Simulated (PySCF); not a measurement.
# H12O6Y ([Y(H2O)6]3+): the cost of one run

Computed with PySCF 2.14.0 and routines of our own; the level stands in each step. Atoms count from 0.

### 1 The starting structure

19 atoms, charge 3, multiplicity 1; geometry from: GFN2-xTB.

### 2 NMR shieldings: PBE0/pcJ-1 Y:dyall-v2z, spin-free

The job: settings as JSON, then the geometry in Å.

```
{"job": {"xc": "PBE0", "basis": {"default": "pcJ-1", "Y": "dyall-v2z"}, "rel": "sf", "two": true, "kind": "hnmr"}, "charge": 3, "multiplicity": 1}
Y      0.000500    -0.000160    -0.000040
O      0.161210     0.162940     2.127850
H      0.143490     0.973320     2.676580
H      0.277150    -0.553350     2.785060
O     -0.158710    -0.164030    -2.127450
H     -0.259270     0.553370    -2.785800
H     -0.159080    -0.975660    -2.674230
O      2.127850     0.163700    -0.162990
H      2.785580     0.273250     0.553320
H      2.676070     0.147840    -0.973280
O     -2.127350    -0.158760     0.163460
H     -2.675350    -0.153240     0.974190
H     -2.784550    -0.267960    -0.553870
O     -0.164760     2.127340    -0.159710
H     -0.976630     2.673790    -0.155340
H      0.551410     2.786220    -0.264510
O      0.163050    -2.127860     0.159190
H     -0.553140    -2.783900     0.275290
H      0.972510    -2.676850     0.142280
```

With the program's defaults for keys left out, this is: PBE0/pcJ-1 Y:dyall-v2z GIAO NMR shielding, X2C without spin-orbit coupling but with the spin-dependent field terms, Gaussian nuclei, gas phase.

On the command line:

```console
$ OMP_NUM_THREADS=1 python heavy_run.py task.json out
```

This one command runs all jobs of the session in turn.

Q: Estimate the wall time and peak memory of this first job on 1 thread of Arm Neoverse V1, shared host.

About 12 min, with a peak of 2.6 GiB.
